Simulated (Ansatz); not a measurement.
# GaGeTe: the cost of one run

Method: DFT r2SCAN, scalar-relativistic, plane waves, PAW, in Ansatz 0.2.0.

1 further run of the same task is left out (set aside as unsound or not needed). Runs told in other sessions of the task aren't counted.

**1. The structure to begin with**

Symmetry: R-3m, No. 166, trigonal system. The conventional cell has a = 4.050 Å, b = 4.050 Å, c = 34.932 Å, α = 90.00°, β = 90.00°, γ = 120.00°. Around Ga (site symmetry 3m) lie 1 Ge at 2.43 Å and 3 Te at 2.66 Å. Ge (site symmetry 3m) has 1 Ga at 2.43 Å and 3 Ge at 2.47 Å in its first shell of neighbours. Around Te (site symmetry 3m) lie 3 Ga at 2.66 Å.

Coordinates:

```xyz
6
Lattice="2.0248 1.1690 11.6439 -2.0248 1.1690 11.6439 0.0000 -2.3381 11.6439" Properties=species:S:1:pos:R:3 pbc="T T T"
Ga    0.0000    0.0000    8.8119
Ga    0.0000    0.0000   26.1199
Ge    0.0000    0.0000   11.2440
Ge    0.0000    0.0000   23.6878
Te    0.0000    0.0000    4.0999
Te    0.0000    0.0000   30.8318
```

It goes back to an entry of the Materials Project.

This cell was relaxed beforehand with the same method: volume 27.56 Å³/atom, gap on the mesh 0.12 eV.

**2. The same geometry with r2SCAN**

Contents of input.yaml:

```yaml
crystal:
  lattice:
    - [2.0248423882, 1.1690432979, 11.6439150375]
    - [-2.0248423882, 1.1690432979, 11.6439150375]
    - [0.0, -2.3380865958, 11.6439150375]
  atoms:
    - { symbol: Ga, position: [0.2522602367, 0.2522602367, 0.2522602367] }
    - { symbol: Ga, position: [0.7477397633, 0.7477397633, 0.7477397633] }
    - { symbol: Ge, position: [0.3218837395, 0.3218837395, 0.3218837395] }
    - { symbol: Ge, position: [0.6781162605, 0.6781162605, 0.6781162605] }
    - { symbol: Te, position: [0.1173693577, 0.1173693577, 0.1173693577] }
    - { symbol: Te, position: [0.8826306423, 0.8826306423, 0.8826306423] }
basis:
  ecutwfc: 500
kpoints:
  mp_grid: { grid: [12, 12, 12] }
  band_path:
    path:
      - [[0.0, 0.0, 0.0], [0.5, 0.5, 0.5], [0.82661329, 0.17338671, 0.5]]
      - [[0.5, -0.17338671, 0.17338671], [0.5, 0.0, 0.0], [0.0, 0.0, 0.0], [0.33669335, -0.33669335, 0.0]]
      - [[0.66330665, 0.0, 0.33669335], [0.5, 0.0, 0.5], [0.0, 0.0, 0.0]]
    npoints: 14
hamiltonian:
  xc: r2scan
scf:
  occupations: { method: gaussian, width: 0.01 }
  n_extra_bands: 15
output:
  forces: true
  stress: true
  eigenvalues: true
  populations: true
  dos: { projected: true, de: 0.02, nscf_kmesh: { grid: [18, 18, 18] } }
  bader: true
```

Launch:

```bash
> ansatz run input.yaml --threads 4 --pin off --max-ram 10240MiB --backend cpu --events-out ev --progress --plain --runs-dir out
```

**Question.** How long does this run take on 4 threads of Arm Neoverse V2, shared host, and how much memory does it need?

About 2.8 min, with a peak of 3.9 GiB.
